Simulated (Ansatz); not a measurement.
# CO2 (CO2-I): the cost of one run

Computed with Ansatz 0.2.0 (DFT PBE+D3(BJ), scalar-relativistic, plane waves, PAW, unless a step's input says otherwise).

### 1 Starting point

The structure is cubic, space group Pa-3 (No. 205). The conventional cell has a = 5.300 Å, b = 5.300 Å, c = 5.300 Å, α = 90.00°, β = 90.00°, γ = 90.00°. Around C (site symmetry -3) lie 2 O at 1.15 Å. Around O (site symmetry 3) lie 1 C at 1.15 Å.

Coordinates:

```
CELL_PARAMETERS angstrom
5.30000 0.00000 0.00000
0.00000 5.30000 0.00000
0.00000 0.00000 5.30000
ATOMIC_POSITIONS crystal
C 0.00000 0.00000 0.00000
C 0.50000 0.00000 0.50000
C 0.50000 0.50000 0.00000
C 0.00000 0.50000 0.50000
O 0.12500 0.12500 0.12500
O 0.87500 0.87500 0.87500
O 0.37500 0.87500 0.62500
O 0.62500 0.12500 0.37500
O 0.62500 0.37500 0.87500
O 0.37500 0.62500 0.12500
O 0.87500 0.62500 0.37500
O 0.12500 0.37500 0.62500
```

### 2 Cell and atoms relaxed at 5 GPa

input.yaml

```yaml
crystal:
  lattice:
    - [5.3, 0.0, 0.0]
    - [0.0, 5.3, 0.0]
    - [0.0, 0.0, 5.3]
  atoms:
    - { symbol: C, position: [0.0, 0.0, 0.0] }
    - { symbol: C, position: [0.5, 0.0, 0.5] }
    - { symbol: C, position: [0.5, 0.5, 0.0] }
    - { symbol: C, position: [0.0, 0.5, 0.5] }
    - { symbol: O, position: [0.125, 0.125, 0.125] }
    - { symbol: O, position: [0.875, 0.875, 0.875] }
    - { symbol: O, position: [0.375, 0.875, 0.625] }
    - { symbol: O, position: [0.625, 0.125, 0.375] }
    - { symbol: O, position: [0.625, 0.375, 0.875] }
    - { symbol: O, position: [0.375, 0.625, 0.125] }
    - { symbol: O, position: [0.875, 0.625, 0.375] }
    - { symbol: O, position: [0.125, 0.375, 0.625] }
scf:
  occupations: { method: fixed }
output:
  forces: true
  stress: true
  eigenvalues: true
  write_density: true
  write_potential: true
  elf: true
  volumetric_format: npy
hamiltonian:
  xc: pbe
  dispersion: d3bj
basis:
  ecutwfc: 600
kpoints:
  mp_grid: { grid: [4, 4, 4] }
relax:
  f_tol: 0.003
  max_steps: 60
  cell: { stress_tol: 0.03, p_target: 5 }
```

Started as:

```console
$ ansatz run input.yaml --threads 3 --pin off --max-ram 8192MiB --backend cpu --events-out ev --progress --plain --runs-dir out
```

What time and memory should one allow on 3 threads of Arm Neoverse V1, shared host?

About 16 s, with a peak of 0.57 GiB.
